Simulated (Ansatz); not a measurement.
# SiF (Pm-3m) in Ansatz: further runs

The runs below take SiF through single point, equation of state, with PBE.

Program: Ansatz 0.2.0. These are calculated values, not measurements. Logs are shortened: lines on timing, memory, paths and dates and some standing lists are left out, and cuts for length are marked.

## 1. Starting point

The structure is cubic, space group Pm-3m (No. 221). The conventional cell has a = 3.029 Å, b = 3.029 Å, c = 3.029 Å, α = 90.00°, β = 90.00°, γ = 90.00°. Si (site symmetry m-3m) has 8 F at 2.62 Å as nearest neighbours. F (site symmetry m-3m) has 8 Si at 2.62 Å as nearest neighbours.

The cell was built by a generator and needn't be a form met in nature.

## 2. Single point, PBE, 13.06 Å³/atom (volume scaled by 0.94)

input.yaml

```yaml
crystal:
  lattice:
    - [2.9667744889, 0.0, 0.0]
    - [0.0, 2.9667744889, 0.0]
    - [0.0, 0.0, 2.9667744889]
  atoms:
    - { symbol: Si, position: [0.5, 0.5, 0.5] }
    - { symbol: F, position: [0.0, 0.0, 0.0] }
hamiltonian:
  xc: pbe
  pseudopotentials: { kind: nc, source: spms }
kpoints:
  mp_grid: { grid: [9, 9, 9] }
scf:
  occupations: { method: fermi_dirac, width: 0.05 }
output:
  forces: true
  stress: true
  eigenvalues: true
```

Potentials or basis: SPMS NC.

Run with:

```bash
ansatz run input.yaml --threads 2 --pin off --max-ram 5632MiB --backend cpu --events-out ev --progress --plain --runs-dir out
```

What it wrote:

```text
Warning: RAYON_NUM_THREADS=2 ignored (pool sized by the plan → 2); use --threads N
Engine: ansatz 0.2.0, aarch64-unknown-linux-gnu
Pseudopotentials: kind: nc
Pseudopotential: Si, nc, valence charge 4, recommended cutoff 408.17079368981996 eV (normal), Si.nc.azcp
Pseudopotential: F, nc, valence charge 7, recommended cutoff 1006.821291101556 eV (normal), F.nc.azcp
Functional definition: PBE
  parameter kappa = 0.804
  parameter beta = 0.06672455060314922
  exchange = pbe_x(kappa = kappa, mu = beta*pi^2/3)
  correlation = pbe_c(beta = beta)
Crystal: 2 atoms, lattice volume = 26.113 Å³
Basis set: ecut = 1006.821291101556 eV, 1863 PW (Γ), exchange–correlation on 64×64×64 points (8 copies of the dense FFT grid, shifted against one another)
Bands: 10, of which v1, the nominal top of the filled ones, is band 6 counted from 1 (5 counted from 0)
Symmetry: 48 space group operations
Space group: Pm-3m (ITA 221), of the structure as read, at distance tolerance 3.0e-5 Å
k-points: 35 of 729
Non-local potential: Si, projectors of the file, l = 0: 2, l = 1: 2, l = 2: 2
Non-local potential: F, projectors of the file, l = 0: 2, l = 1: 2, l = 2: 1
Initial density: superposition of atomic densities (chi_scale 0.1, normalization cell), built separately for each of the 2 bonded fragments (scf.initial_density.interfragment_charge_transfer: auto; true builds it for the cell as a whole; a typed value also counts as a typed key of the start: scf.initial_density.chi_scale says what that changes, if anything)
Initial wavefunctions: pseudopotential atomic-orbital guess
Functional: x = pbe(κ = 0.804, μ = 0.2195149727645171), c = pbe(β = 0.06672455060314922)
SCF iter   1: F=—  HF=-783.742420 eV  |F-HF|=—  |Δ(HF+E_count)|=         —  Δρ=9.60e-2  dr2=2.46e0  ethr=3.10e-3  ⟨swp⟩=6.1  Hψ=2605  notcnv=0
preconditioner: auto → none  [metal: Δε(μ)=0.122 eV  Ē_g=12.771 eV  σ=0.050 eV  W_gap=0.43  n_scr=6 (ndim 8)  ℏωp=21.8 eV  f_vac=0.000  D(μ)=1.94/eV (n_scr^D=18)  sad-step TF]
SCF iter   2: F=—  HF=-783.092882 eV  |F-HF|=—  |Δ(HF+E_count)|=   6.50e-1  Δρ=2.92e-2  dr2=1.30e-1  ethr=3.10e-3  ⟨swp⟩=2.9  Hψ=1033  notcnv=0  defer=9
SCF iter   3: F=—  HF=-783.046870 eV  |F-HF|=—  |Δ(HF+E_count)|=   4.60e-2  Δρ=1.43e-2  dr2=1.92e-2  ethr=1.18e-3  ⟨swp⟩=2.0  Hψ=759  notcnv=0  defer=9
SCF iter   4: F=—  HF=-783.043129 eV  |F-HF|=—  |Δ(HF+E_count)|=   3.74e-3  Δρ=4.73e-3  dr2=2.44e-3  ethr=1.74e-4  ⟨swp⟩=3.0  Hψ=670  notcnv=0  defer=9
SCF iter   5: F=—  HF=-783.042535 eV  |F-HF|=—  |Δ(HF+E_count)|=   5.94e-4  Δρ=1.14e-3  dr2=1.23e-4  ethr=2.22e-5  ⟨swp⟩=2.1  Hψ=538  notcnv=0  defer=9
SCF iter   6: F=—  HF=-783.042502 eV  |F-HF|=—  |Δ(HF+E_count)|=   3.28e-5  Δρ=1.07e-4  dr2=1.34e-6  ethr=1.12e-6  ⟨swp⟩=2.4  Hψ=554  notcnv=0  defer=9
SCF iter   7: F=—  HF=-783.042499 eV  |F-HF|=—  |Δ(HF+E_count)|=   3.51e-6  Δρ=4.80e-6  dr2=2.28e-9  ethr=9.09e-10  ⟨swp⟩=8.9  Hψ=2109  notcnv=0
SCF iter   8: F=-783.042499 eV  HF=-783.042499 eV  |F-HF|=2.30e-11  |Δ(HF+E_count)|=  5.42e-10  Δρ=4.48e-7  dr2=3.95e-11  ethr=2.07e-11  ⟨swp⟩=1.9  Hψ=1152  notcnv=0
SCF 1 converged in 8 iterations: F = -783.042499 eV  dr2 = 3.95e-11
SCF converged after 8 iterations
Free energy (F): -783.042499 eV
Harris-Foulkes:  -783.042499 eV  (|F-HF|=2.30e-11)
Internal energy: -783.025585 eV  (E = F + TS)
E sigma→0 (E₀):  -783.034042 eV
Entropy (-TS):   -0.016913 eV (-8.457 meV/atom)
Fermi energy:    7.839498 eV
--- Per-component energies (eV) ---
  E_band       = -12.572044
  E_kinetic    = 468.737741
  E_local      = -768.562742  (includes V_loc(G=0)·N_el)
  E_nonlocal   = 28.681705
  E_hartree    = 233.764669
  E_xc         = -189.098033
  E_vxc        = -208.957911  (∫ρ·V_xc dr)
  E_ewald      = -556.548925
  E_smearing   = -0.016913  (= −TS)
  E_closure    = -0.000000  (closes the sum)
  Σ components = -783.042499   (vs F -783.042499, Δ=0.00e0)
--- Forces (eV/Å), atoms counted from 1 ---
  atom   1  Si     0.00000000    -0.00000000     0.00000000
  atom   2  F     -0.00000000    -0.00000000    -0.00000000
  max |Σ_I F_I| component: 8.22e-32 eV/Å
--- Stress (GPa, compression-positive) ---
        5.315787       0.000000       0.000000
        0.000000       5.315787       0.000000
        0.000000       0.000000       5.315787
  P = ⅓ Tr σ = 5.3158 GPa (53.158 kbar)
--- Band table (eV; the first three rows and the last of 35) ---
  k-point 0: bands = ["-16.6802", "-1.2887", "2.2612", "2.2612", "2.2612", "13.3490", "13.3490", "13.3490", "13.5423", "13.5423"]
  k-point 1: bands = ["-16.6482", "-1.4131", "2.3003", "2.3003", "2.3755", "11.3148", "13.3345", "13.3345", "13.7100", "15.6969"]
  k-point 2: bands = ["-16.5657", "-1.7407", "2.4018", "2.4018", "2.7655", "9.3255", "13.2913", "13.2913", "14.1906", "18.0057"]
  k-point 34: bands = ["-16.0366", "1.1683", "1.3156", "1.3156", "4.6224", "6.9619", "6.9619", "7.8457", "17.0004", "17.2125"]
```

It took 1.4 s on 2 threads of Arm Neoverse V1, shared host; peak memory 0.29 GiB.

What came out:

- Free energy: -783.0425 eV
- Pressure: 5.3 GPa
- Band gap on the k mesh: none (metal or under the smearing width)

Caveat: an odd number of electrons without spin polarisation forces a metal; a magnetic or distorted state may lie lower.

## 3. Single point, PBE, 13.33 Å³/atom (volume scaled by 0.96)

Edit input.yaml of step 2 so:

```diff
@@ -2,5 +2,5 @@
   lattice:
-    - [2.9667744889, 0.0, 0.0]
-    - [0.0, 2.9667744889, 0.0]
-    - [0.0, 0.0, 2.9667744889]
+    - [2.9876679553, 0.0, 0.0]
+    - [0.0, 2.9876679553, 0.0]
+    - [0.0, 0.0, 2.9876679553]
   atoms:
```

Potentials or basis: SPMS NC.

Run with:

```bash
ansatz run input.yaml --threads 2 --pin off --max-ram 5632MiB --backend cpu --events-out ev --progress --plain --runs-dir out
```

Wall time 1.6 s (2 threads of Arm Neoverse V1, shared host); peak memory 0.29 GiB.

It converged, with:

| Item | Value |
| --- | --- |
| Free energy | -783.0575 eV |
| Pressure | 3.4 GPa |
| Band gap on the k mesh | none (metal or under the smearing width) |

Caveat: an odd number of electrons without spin polarisation forces a metal; a magnetic or distorted state may lie lower.

## 4. Single point, PBE, 13.61 Å³/atom (volume scaled by 0.98)

Edit input.yaml of step 3 so:

```diff
@@ -2,5 +2,5 @@
   lattice:
-    - [2.9876679553, 0.0, 0.0]
-    - [0.0, 2.9876679553, 0.0]
-    - [0.0, 0.0, 2.9876679553]
+    - [3.008273213, 0.0, 0.0]
+    - [0.0, 3.008273213, 0.0]
+    - [0.0, 0.0, 3.008273213]
   atoms:
```

Run with:

```bash
ansatz run input.yaml --threads 2 --pin off --max-ram 5632MiB --backend cpu --events-out ev --progress --plain --runs-dir out
```

It took 1.5 s on 2 threads of Arm Neoverse V1, shared host; peak memory 0.29 GiB.

Results (log left out):

* Free energy: -783.0661 eV
* Pressure: 1.6 GPa
* Band gap on the k mesh: none (metal or under the smearing width)

Caveat: an odd number of electrons without spin polarisation forces a metal; a magnetic or distorted state may lie lower.

## 5. Single point, PBE, 13.89 Å³/atom

Edit input.yaml of step 4 so:

```diff
@@ -2,5 +2,5 @@
   lattice:
-    - [3.008273213, 0.0, 0.0]
-    - [0.0, 3.008273213, 0.0]
-    - [0.0, 0.0, 3.008273213]
+    - [3.0286, 0.0, 0.0]
+    - [0.0, 3.0286, 0.0]
+    - [0.0, 0.0, 3.0286]
   atoms:
@@ -19 +19,5 @@
   eigenvalues: true
+  write_density: true
+  write_potential: true
+  elf: true
+  volumetric_format: npy
```

Run with:

```bash
ansatz run input.yaml --threads 2 --pin off --max-ram 5632MiB --backend cpu --events-out ev --progress --plain --runs-dir out
```

It took 1.9 s on 2 threads of Arm Neoverse V1, shared host; peak memory 0.3 GiB.

Results (log left out):

```
Free energy            : -783.0690 eV
Pressure               : 0.1 GPa
Band gap on the k mesh : none (metal or under the smearing width)
```

Caveat: an odd number of electrons without spin polarisation forces a metal; a magnetic or distorted state may lie lower.

## 6. Single point, PBE, 14.17 Å³/atom (volume scaled by 1.02)

Edit input.yaml of step 5 so:

```diff
@@ -2,5 +2,5 @@
   lattice:
-    - [3.0286, 0.0, 0.0]
-    - [0.0, 3.0286, 0.0]
-    - [0.0, 0.0, 3.0286]
+    - [3.0486575382, 0.0, 0.0]
+    - [0.0, 3.0486575382, 0.0]
+    - [0.0, 0.0, 3.0486575382]
   atoms:
@@ -19,5 +19 @@
   eigenvalues: true
-  write_density: true
-  write_potential: true
-  elf: true
-  volumetric_format: npy
```

Potentials or basis: SPMS NC.

Run with:

```bash
ansatz run input.yaml --threads 2 --pin off --max-ram 5632MiB --backend cpu --events-out ev --progress --plain --runs-dir out
```

It took 1.4 s on 2 threads of Arm Neoverse V1, shared host; peak memory 0.29 GiB.

The run converged. Its results:

- Free energy: -783.0668 eV
- Pressure: -1.3 GPa
- Band gap on the k mesh: none (metal or under the smearing width)

Caveat: an odd number of electrons without spin polarisation forces a metal; a magnetic or distorted state may lie lower.

## 7. Single point, PBE, 14.45 Å³/atom (volume scaled by 1.04)

Edit input.yaml of step 6 so:

```diff
@@ -2,5 +2,5 @@
   lattice:
-    - [3.0486575382, 0.0, 0.0]
-    - [0.0, 3.0486575382, 0.0]
-    - [0.0, 0.0, 3.0486575382]
+    - [3.0684545704, 0.0, 0.0]
+    - [0.0, 3.0684545704, 0.0]
+    - [0.0, 0.0, 3.0684545704]
   atoms:
```

Run with:

```bash
ansatz run input.yaml --threads 2 --pin off --max-ram 5632MiB --backend cpu --events-out ev --progress --plain --runs-dir out
```

It took 1.5 s on 2 threads of Arm Neoverse V1, shared host; peak memory 0.29 GiB.

The run converged. Its results:

* Free energy: -783.0600 eV
* Pressure: -2.6 GPa
* Band gap on the k mesh: none (metal or under the smearing width)

Caveat: an odd number of electrons without spin polarisation forces a metal; a magnetic or distorted state may lie lower.

## 8. Single point, PBE, 14.72 Å³/atom (volume scaled by 1.06)

Edit input.yaml of step 7 so:

```diff
@@ -2,5 +2,5 @@
   lattice:
-    - [3.0684545704, 0.0, 0.0]
-    - [0.0, 3.0684545704, 0.0]
-    - [0.0, 0.0, 3.0684545704]
+    - [3.087999394, 0.0, 0.0]
+    - [0.0, 3.087999394, 0.0]
+    - [0.0, 0.0, 3.087999394]
   atoms:
```

Run with:

```bash
ansatz run input.yaml --threads 2 --pin off --max-ram 5632MiB --backend cpu --events-out ev --progress --plain --runs-dir out
```

Run time: 1.4 s. Hardware: 2 threads of Arm Neoverse V1, shared host; peak memory 0.29 GiB.

Results (log left out):

```
Free energy            : -783.0492 eV
Pressure               : -3.7 GPa
Band gap on the k mesh : none (metal or under the smearing width)
```

Caveat: an odd number of electrons without spin polarisation forces a metal; a magnetic or distorted state may lie lower.

## 9. Equation of state, PBE

Potentials or basis: SPMS NC.

No new run: the results of the series are fitted here.

Results:

```
Equilibrium volume                      : 13.90 Å³/atom
Bulk modulus                            : 73 GPa
Pressure derivative of the bulk modulus : 4.6
```

Energy against volume, from the lowest point:
| volume (Å³/atom) | energy (meV/atom) |
| --- | --- |
| 13.056 | 13.27 |
| 13.334 | 5.77 |
| 13.612 | 1.46 |
| 13.890 | 0.00 |
| 14.168 | 1.11 |
| 14.445 | 4.50 |
| 14.723 | 9.93 |
